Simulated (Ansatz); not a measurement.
# TaC+ (quintet): wave-function methods side by side, def2-TZVPP

The task here is to estimate one member of a computed series from the others.

Program: Ansatz 0.2.0, Gaussian basis. Level of theory: def2-TZVPP, core rule «outside noble gas», up to 5 orbitals frozen. These are calculated values, not measurements.

The runs, in order: UHF; ROHF; CCSD(T) on UHF.

### What is computed

The geometry is a PBE0/def2-TZVP stationary point (not a proven minimum) of the parent state, kept for this charge and spin. No spin-orbit coupling is included. Elements past krypton take def2 core potentials.

2 atoms, charge 1, spin multiplicity 5.

Atoms are counted from 1 here; the program's logs count them from 0.

Bond lengths: Ta1–C2 1.984 Å.

As a file:

| atom | x (Å) | y (Å) | z (Å) |
| --- | --- | --- | --- |
| Ta1 | 0.00000 | 0.00000 | 0.00000 |
| C2 | 0.00000 | 0.00000 | 1.98380 |

The first run:

Input file in.yaml:

```yaml
crystal:
  periodic: [false, false, false]
  atoms:
    - {symbol: Ta, position_ang: [0.000000, 0.000000, 0.000000]}
    - {symbol: C, position_ang: [0.000000, 0.000000, 1.983800]}
basis:
  gaussian: {orbitals: def2-TZVPP}
total_charge: 1
magnetization: {spin_polarized: true, initial_magnetization: 4}
hamiltonian: {xc: hf}
output: {orbitals: {seedname: orbitals}}
```

On the command line:

```sh
ansatz run in.yaml --threads 1 --pin off --events-out ev --progress --plain --max-ram 4096MiB --backend cpu
```

Steps of the session up to this table: UHF; ROHF; CCSD(T) on UHF.

One table of the session follows, with a row left open; its other results are not shown here.

| method | from UCCSD(T) (meV) |
| --- | --- |
| ROHF | ? |
| UHF | +5589.4 |
| UMP2 | +1524.7 |
| UCCSD | +393.4 |
| UCCSD(T) | 0 |

Estimate the missing values for ROHF.

As computed: from UCCSD(T) (meV): +6316.6. In the column «from UCCSD(T) (meV)» it is the highest.

Limits of these values: The determinant is far from a pure spin state, so its energy mixes those of several spin states (harmless only where they are near-degenerate, as at dissociation).
